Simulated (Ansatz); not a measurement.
# CO2: a short molecular-dynamics run

A trajectory of CO2, a distorted structure with 12 atoms that was not relaxed first: 30 steps of 0.5 fs at constant energy, with velocities drawn for 600 K.

Program: Ansatz 0.2.0. Level of theory: DFT PBEsol, plane waves, PAW, scalar-relativistic, no spin polarisation. These are calculated values, not measurements.

## (1) The starting structure

The cell holds 12 atoms (C4O8): a = 5.628 Å, b = 5.671 Å, c = 5.648 Å, α = 90.08°, β = 90.99°, γ = 90.24°.

As a file:

```cif
data_structure
_symmetry_space_group_name_H-M 'P 1'
_symmetry_Int_Tables_number 1
_cell_length_a 5.6284
_cell_length_b 5.6709
_cell_length_c 5.6479
_cell_angle_alpha 90.075
_cell_angle_beta 90.992
_cell_angle_gamma 90.243
_cell_volume 180.24
loop_
_atom_site_label
_atom_site_type_symbol
_atom_site_fract_x
_atom_site_fract_y
_atom_site_fract_z
_atom_site_occupancy
C1 C 0.01589 0.98495 0.00588 1
C2 C 0.48339 0.00090 0.49150 1
C3 C 0.50190 0.49681 0.00241 1
C4 C 0.98352 0.49531 0.50695 1
O1 O 0.09844 0.11189 0.11230 1
O2 O 0.40457 0.88872 0.59157 1
O3 O 0.60861 0.38613 0.88493 1
O4 O 0.89656 0.61184 0.39868 1
O5 O 0.88967 0.88080 0.87900 1
O6 O 0.60783 0.10524 0.39787 1
O7 O 0.42063 0.60894 0.10778 1
O8 O 0.10959 0.38620 0.61481 1
```

## (2) The run

input.yaml

```yaml
crystal:
  lattice:
    - [5.62822125, -0.01197934, -0.04879826]
    - [-0.01197934, 5.67085802, -0.00375665]
    - [-0.04879826, -0.00375665, 5.64764656]
  atoms:
    - { symbol: C, position: [0.01589161, 0.98494792, 0.00587972] }
    - { symbol: C, position: [0.48339498, 0.00090328, 0.49150018] }
    - { symbol: C, position: [0.50190239, 0.49681046, 0.00240931] }
    - { symbol: C, position: [0.98351522, 0.49530805, 0.50694722] }
    - { symbol: O, position: [0.09844493, 0.11189027, 0.11229585] }
    - { symbol: O, position: [0.404566, 0.88872117, 0.59157455] }
    - { symbol: O, position: [0.60861455, 0.38613419, 0.8849276] }
    - { symbol: O, position: [0.89655833, 0.61184234, 0.39868259] }
    - { symbol: O, position: [0.88966584, 0.88079536, 0.87900169] }
    - { symbol: O, position: [0.607826, 0.10524216, 0.39787217] }
    - { symbol: O, position: [0.42063262, 0.60894143, 0.10777638] }
    - { symbol: O, position: [0.10958857, 0.38620387, 0.61481378] }
kpoints:
  mp_grid: { grid: [3, 3, 3] }
magnetization:
  spin_polarized: false
scf:
  occupations: { method: cold, width: 0.15 }
hamiltonian:
  pseudopotentials: { kind: paw }
  xc: pbesol
basis:
  ecutwfc: 420
md:
  timestep: 0.5
  n_steps: 30
  ensemble: nve
  temperature: 600.0
  initial_velocities: maxwell_boltzmann
  seed: 137418
```

On the command line:

```
$ ansatz run input.yaml --threads 2 --pin off --max-ram 2560MiB --backend cpu --events-out ev --progress --plain --runs-dir out
```

Before running it: what results should come out? Wanted: temperature, first and last step; temperature, second half; potential energy, second half; largest change of the total energy; mean square displacement, second half.

The runs gave:

| quantity | value |
| --- | --- |
| length | 30 steps of 0.5 fs |
| temperature, first and last step | 600 and 1327 K |
| temperature, second half | mean 2383 K, from 1083 to 5079 K |
| potential energy, second half | -215 meV/atom from the start |
| largest change of the total energy | 6.98 meV/atom |
| mean square displacement, second half | O 0.081, C 0.013 Å² |

The temperature starts at 600 K and averages 2383 K in the second half, where it ranges from 1083 to 5079 K; the start was no minimum (force components up to 27.6 eV/Å), and the potential energy that it sheds (215 meV/atom) turns into motion. The total energy strays from its start by at most 6.98 meV/atom, 1.7 % of the mean kinetic energy, so a step of 0.5 fs is short enough over this time. The atom that moves most swings out by 0.52 Å (the median distance to the nearest neighbour, bonds to H left out, is 1.03 Å), and none ends a neighbour distance from its start. Averages from a run of 15 fs with 12 atoms are rough.
